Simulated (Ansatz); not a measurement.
# TaCl2F3: small, medium and large basis sets

An exercise on one series of results from a longer session: the logs are not shown, and one member is left open.

Computed with Ansatz 0.2.0, Gaussian basis. Level: one geometry, several basis sets.

Levels to be run: PBE0-D4/def2-SVP; ωB97M-V/def2-SVP; PBE0-D4/def2-QZVPP; ωB97M-V/def2-QZVPP; the functionals' def2-TZVPP values are taken from earlier runs.

## Structure used throughout

All runs share one geometry, relaxed beforehand with PBE0-D4 in a triple-zeta def2 set. Ta takes the def2 core potential; no spin-orbit term is included.

6 atoms, charge 0, spin multiplicity 1.

Atoms are counted from 1 here; the program's logs count them from 0.

Bond lengths: F1–Ta2 1.875 Å, Ta2–F3 1.847 Å, Ta2–F4 1.875 Å, Ta2–Cl5 2.273 Å, Ta2–Cl6 2.273 Å. Angles: F1–Ta2–F3 87.6°, F1–Ta2–F4 175.1°, F1–Ta2–Cl5 91.3°, F1–Ta2–Cl6 91.3°, F3–Ta2–F4 87.6°, F3–Ta2–Cl5 121.5°, F3–Ta2–Cl6 121.5°, F4–Ta2–Cl5 91.3°, F4–Ta2–Cl6 91.3°, Cl5–Ta2–Cl6 117.0°.

Set-up of the first run:

in.yaml reads:

```yaml
crystal:
  periodic: [false, false, false]
  atoms:
    - {symbol: F, position_ang: [-1.165033, 0.670439, -1.307969]}
    - {symbol: Ta, position_ang: [-0.036072, -0.053795, 0.001881]}
    - {symbol: F, position_ang: [-1.326129, -1.344614, 0.287996]}
    - {symbol: F, position_ang: [0.981889, -0.889144, 1.336314]}
    - {symbol: Cl, position_ang: [1.624331, -0.350411, -1.521135]}
    - {symbol: Cl, position_ang: [-0.036787, 1.903424, 1.156812]}
basis:
  gaussian: {orbitals: def2-SVP}
hamiltonian: {xc: pbe0, dispersion: d4}
output: {orbitals: {seedname: orbitals}}
```

Steps of the session up to this table: PBE0-D4 in def2-SVP; ωB97M-V in def2-SVP; PBE0-D4 in def2-QZVPP; ωB97M-V in def2-QZVPP.

One of the session's tables, all rows but one given; the rest of the session is left out.

It belongs to the step «Density functionals: the series». 

```
functional       basis  HOMO (eV)  LUMO (eV)
   PBE0-D4    def2-SVP     -10.29      -3.07
   PBE0-D4  def2-TZVPP     -10.24      -2.92
   PBE0-D4  def2-QZVPP     -10.25      -2.94
   ωB97M-V    def2-SVP     -12.53      -0.84
   ωB97M-V  def2-TZVPP     -12.51      -0.71
   ωB97M-V  def2-QZVPP          ?          ?
```

Q: Estimate the row for ωB97M-V, def2-QZVPP from the others.

As computed: HOMO (eV): -12.54; LUMO (eV): -0.75. In the column «HOMO (eV)» it is the lowest.
